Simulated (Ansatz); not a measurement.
**CH4ClNOSi: a ladder of functionals and wavefunction methods**

Aim: compute CH4ClNOSi with functionals from several rungs and with coupled cluster, and see how far each lands from CCSD(T) at the basis-set limit for the atomisation energy.

The runs use Ansatz 0.2.0, Gaussian basis; functionals in def2-TZVPP, the program's frozen cores in correlated methods.

Plan: PBE-D4, r2SCAN-D4, PBE0-D4, B3LYP-D4, ωB97X-V, ωB97M-V, B2PLYP; CCSD(T)/def2-TZVPP; MP2/def2-QZVPP; extrapolation to the limit.

### 1 Structure used throughout

An earlier PBE0-D4/def2-TZVP relaxation fixed the geometry.

SMILES `N[Si]1(Cl)CO1`, 9 atoms, charge 0, spin multiplicity 1.

Atoms are counted from 1 here; the program's logs count them from 0.

Bond lengths: N1–Si2 1.678 Å, N1–H6 1.005 Å, N1–H7 1.004 Å, Si2–Cl3 2.034 Å, Si2–C4 1.791 Å, Si2–O5 1.632 Å, C4–O5 1.518 Å, C4–H8 1.088 Å, C4–H9 1.088 Å. Angles: Si2–N1–H6 122.9°, Si2–N1–H7 122.9°, H6–N1–H7 114.2°, N1–Si2–Cl3 107.0°, N1–Si2–C4 129.0°, N1–Si2–O5 119.0°, Cl3–Si2–C4 120.2°, Cl3–Si2–O5 119.4°, C4–Si2–O5 52.4°, Si2–C4–O5 58.4°, Si2–C4–H8 123.2°, Si2–C4–H9 122.7°, O5–C4–H8 111.5°, O5–C4–H9 111.9°, H8–C4–H9 112.9°, Si2–O5–C4 69.2°.

Geometry (Å):

```xyz
9

N     0.7009    0.8623   -1.2465
Si    0.0716   -0.3541   -0.2763
Cl    0.7673   -2.1191   -1.0093
C    -0.5334   -0.2537    1.4066
O    -1.4791   -0.2485    0.2197
H     0.4021    1.8200   -1.1831
H     1.4216    0.6994   -1.9266
H    -0.5881    0.6788    1.9648
H    -0.6745   -1.1312    2.0340
```

### 2 PBE-D4 (GGA)

File in.yaml:

```yaml
crystal:
  periodic: [false, false, false]
  atoms:
    - {symbol: N, position_ang: [0.700899, 0.862263, -1.246509]}
    - {symbol: Si, position_ang: [0.071630, -0.354106, -0.276340]}
    - {symbol: Cl, position_ang: [0.767292, -2.119149, -1.009303]}
    - {symbol: C, position_ang: [-0.533428, -0.253712, 1.406552]}
    - {symbol: O, position_ang: [-1.479068, -0.248535, 0.219665]}
    - {symbol: H, position_ang: [0.402136, 1.819952, -1.183126]}
    - {symbol: H, position_ang: [1.421556, 0.699436, -1.926605]}
    - {symbol: H, position_ang: [-0.588109, 0.678847, 1.964765]}
    - {symbol: H, position_ang: [-0.674509, -1.131195, 2.034000]}
basis:
  gaussian: {orbitals: def2-TZVPP}
hamiltonian: {xc: pbe, dispersion: d4}
output: {forces: true, orbitals: {seedname: orbitals}}
```

On the command line:

```console
$ ansatz run in.yaml --threads 4 --pin off --events-out ev --progress --plain --max-ram 10444MiB
```

Further steps of the session: r2SCAN-D4 (meta-GGA); PBE0-D4 (hybrid); B3LYP-D4 (hybrid); ωB97X-V (range-separated); ωB97M-V (range-separated); B2PLYP (double hybrid); CCSD(T) in def2-TZVPP; MP2 in def2-QZVPP.

Before running them: what should the planned runs give, taken together? Wanted: atomisation energy, CCSD(T)/CBS; farthest; mean size of error, hybrid; mean size of error, range-separated; gap, smallest and largest; T1 diagnostic; triples share of the correlation energy.

As calculated:

```
                               quantity                                 value
        atomisation energy, CCSD(T)/CBS                        806.2 kcal/mol
functionals within 4.0 kcal/mol (0.5 %)           r2SCAN-D4, PBE0-D4, ωB97X-V
                               farthest               PBE-D4 (+19.0 kcal/mol)
             mean size of error, hybrid                          2.7 kcal/mol
    mean size of error, range-separated                          3.7 kcal/mol
              gap, smallest and largest  5.41 eV (PBE-D4), 12.13 eV (ωB97X-V)
                          T1 diagnostic                                0.0115
triples share of the correlation energy                                 4.0 %
```

In words: PBE-D4 misses by +19.0 kcal/mol, or 2.1 kcal/mol for each of 9 bonds. Double hybrids carry the basis error of their MP2 part in triple zeta, and no dispersion term here, so their miss is partly the set-up's. The reference freezes the cores and leaves out relativity and excitations past (T), so misses under about 4.0 kcal/mol can't be ranked. Hartree-Fock recovers 68 % of the binding; the rest is correlation. The gap grows from 5.4 to 12.1 eV across the functionals, mostly with the share of exact exchange.
